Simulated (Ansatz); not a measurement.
Write a Python script for Ansatz's Python interface that makes energies of removing a hydrogen of C2H3Cl3, SMILES CC(Cl)(Cl)Cl. Level of theory (for the species named): MP2, def2-SVP basis, multiplicity 1.

```tsv
atom	x (Å)	y (Å)	z (Å)
C	-0.1640	-0.4519	0.7140
C	0.1565	0.3193	-0.5825
Cl	-0.2527	2.0606	-0.4342
Cl	-0.6895	-0.3460	-1.9538
Cl	1.9085	0.1228	-0.9164
H	-1.2817	-0.2912	0.9230
H	0.0365	-1.4763	0.6378
H	0.3785	0.0056	1.5562
```

Script `c2h3cl3.py`:
```python
import ansatz


def single_point(molecule, charge=0, unpaired=0):
    calc = molecule.calculation().basis(gaussian="def2-SVP").correlation("MP2")
    if charge:
        calc = calc.charge(charge)
    if unpaired:
        calc = calc.spin("collinear", total=unpaired)
    report = calc.run().report
    if report["published_state_doubts"]:
        print("  doubts:", report["published_state_doubts"])
    return report["free_energy_ev"]

GEOMETRY = """
C    -0.16400   -0.45190    0.71400
C     0.15650    0.31930   -0.58250
Cl   -0.25270    2.06060   -0.43420
Cl   -0.68950   -0.34600   -1.95380
Cl    1.90850    0.12280   -0.91640
H    -1.28170   -0.29120    0.92300
H     0.03650   -1.47630    0.63780
H     0.37850    0.00560    1.55620
"""

def without(molecule, index):
    rest = ansatz.Crystal.molecule()
    for i, site in enumerate(molecule.cartesian_sites):
        if i != index:
            rest = rest.atom(site.symbol, site.position_ang)
    return rest

c2h3cl3 = ansatz.Crystal.molecule()
for line in GEOMETRY.strip().splitlines():
    symbol, *xyz = line.split()
    c2h3cl3 = c2h3cl3.atom(symbol, [float(v) for v in xyz])

whole = single_point(c2h3cl3, 0)
hydrogen = single_point(ansatz.Crystal.molecule().atom("H", (0, 0, 0)), 0, 1)
print(f"E(molecule) = {whole:.5f} eV, E(H) = {hydrogen:.5f} eV")
for index in [7]:
    radical = single_point(without(c2h3cl3, index), 0, 1)
    print(f"H{index}: homolysis {96.485332 * (radical + hydrogen - whole):.1f} kJ/mol")
```

Output of `python c2h3cl3.py`:
```text
E(molecule) = -39623.93576 eV, E(H) = -13.58606 eV
H7: homolysis 477.7 kJ/mol
```

What to keep in mind:
- Total energies depend on the basis set; only differences at equal settings carry meaning.
- The geometry is a force-field or estimated start, not a minimum of this method, and the basis set is short of its limit. All parts are taken at fixed geometry, without zero-point energy.
- Finished in 3.4 s on 1 thread of Arm Neoverse V2 (shared host), peak memory 0.29 GiB.
